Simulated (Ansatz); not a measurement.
**C₂H₇F₂NSi₂: a ladder of functionals and wavefunction methods**

How much do the methods differ for C₂H₇F₂NSi₂? The plan is to run it at one geometry with functionals of several rungs and with coupled cluster, and see how far each lands from CCSD(T) at the basis-set limit for the atomisation energy.

Computed with Ansatz 0.2.0, Gaussian basis. Level: functionals in def2-TZVPP, the program's frozen cores in correlated methods.

Plan: PBE-D4, r2SCAN-D4, PBE0-D4, B3LYP-D4, ωB97X-V, ωB97M-V, B2PLYP; CCSD(T)/def2-TZVPP; MP2/def2-QZVPP; extrapolation to the limit.

## (1) Structure used throughout

All runs share one geometry, relaxed beforehand with PBE0-D4 in a triple-zeta def2 set.

SMILES `C=C[SiH](F)N[SiH2]F`, 14 atoms, charge 0, spin multiplicity 1.

Atoms are counted from 1 here; the program's logs count them from 0.

Bond lengths: C1–C2 1.331 Å, C1–H8 1.086 Å, C1–H9 1.086 Å, C2–Si3 1.845 Å, C2–H10 1.089 Å, Si3–F4 1.602 Å, Si3–N5 1.717 Å, Si3–H11 1.481 Å, N5–Si6 1.712 Å, N5–H12 1.011 Å, Si6–F7 1.602 Å, Si6–H13 1.477 Å, Si6–H14 1.480 Å. Angles: C2–C1–H8 122.1°, C2–C1–H9 121.5°, H8–C1–H9 116.4°, C1–C2–Si3 122.6°, C1–C2–H10 118.6°, Si3–C2–H10 118.9°, C2–Si3–F4 107.1°, C2–Si3–N5 109.9°, C2–Si3–H11 114.5°, F4–Si3–N5 111.3°, F4–Si3–H11 105.9°, N5–Si3–H11 108.1°, Si3–N5–Si6 128.6°, Si3–N5–H12 115.7°, Si6–N5–H12 115.6°, N5–Si6–F7 111.5°, N5–Si6–H13 109.8°, N5–Si6–H14 109.0° and more.

## (2) PBE-D4 (GGA)

in.yaml

```yaml
crystal:
  periodic: [false, false, false]
  atoms:
    - {symbol: C, position_ang: [1.417024, -1.794937, -0.858915]}
    - {symbol: C, position_ang: [1.110305, -0.970754, 0.139950]}
    - {symbol: Si, position_ang: [-0.601967, -0.813281, 0.807937]}
    - {symbol: F, position_ang: [-1.536752, -1.783383, -0.058780]}
    - {symbol: N, position_ang: [-1.123795, 0.818888, 0.697288]}
    - {symbol: Si, position_ang: [-0.579940, 2.044086, -0.367676]}
    - {symbol: F, position_ang: [0.697897, 2.809485, 0.220833]}
    - {symbol: H, position_ang: [2.428063, -1.881050, -1.246646]}
    - {symbol: H, position_ang: [0.663987, -2.417405, -1.332941]}
    - {symbol: H, position_ang: [1.903272, -0.367028, 0.578903]}
    - {symbol: H, position_ang: [-0.755587, -1.251133, 2.214555]}
    - {symbol: H, position_ang: [-1.821904, 1.103187, 1.370890]}
    - {symbol: H, position_ang: [-0.155036, 1.443120, -1.647751]}
    - {symbol: H, position_ang: [-1.645587, 3.060194, -0.517639]}
basis:
  gaussian: {orbitals: def2-TZVPP}
hamiltonian: {xc: pbe, dispersion: d4}
output: {forces: true, orbitals: {seedname: orbitals}}
```

Started as:

```sh
> ansatz run in.yaml --threads 2 --pin off --events-out ev --progress --plain --max-ram 32768MiB --backend cuda --devices 0, --max-vram 18GiB
```

After this run come: r2SCAN-D4 (meta-GGA); PBE0-D4 (hybrid); B3LYP-D4 (hybrid); ωB97X-V (range-separated); ωB97M-V (range-separated); B2PLYP (double hybrid); CCSD(T) in def2-TZVPP; MP2 in def2-QZVPP.

Before running them: what should the planned runs give, taken together? Wanted: atomisation energy, CCSD(T)/CBS; farthest; mean size of error, hybrid; mean size of error, range-separated; gap, smallest and largest; T1 diagnostic; triples share of the correlation energy.

The runs gave:

```
                               quantity                                  value
        atomisation energy, CCSD(T)/CBS                        1322.8 kcal/mol
functionals within 6.6 kcal/mol (0.5 %)  r2SCAN-D4, B3LYP-D4, ωB97X-V, ωB97M-V
                               farthest                B2PLYP (-16.9 kcal/mol)
             mean size of error, hybrid                           8.1 kcal/mol
    mean size of error, range-separated                           0.8 kcal/mol
              gap, smallest and largest   5.16 eV (PBE-D4), 11.90 eV (ωB97X-V)
                          T1 diagnostic                                 0.0117
triples share of the correlation energy                                  3.5 %
```

In words: PBE-D4 misses by +10.5 kcal/mol. Double hybrids carry the basis error of their MP2 part in triple zeta, and no dispersion term here, so their miss is partly the set-up's. The reference freezes the cores and leaves out relativity and excitations past (T), so misses under about 6.6 kcal/mol can't be ranked. Hartree-Fock recovers 74 % of the binding; the rest is correlation. The gap grows from 5.2 to 11.9 eV across the functionals, mostly with the share of exact exchange.
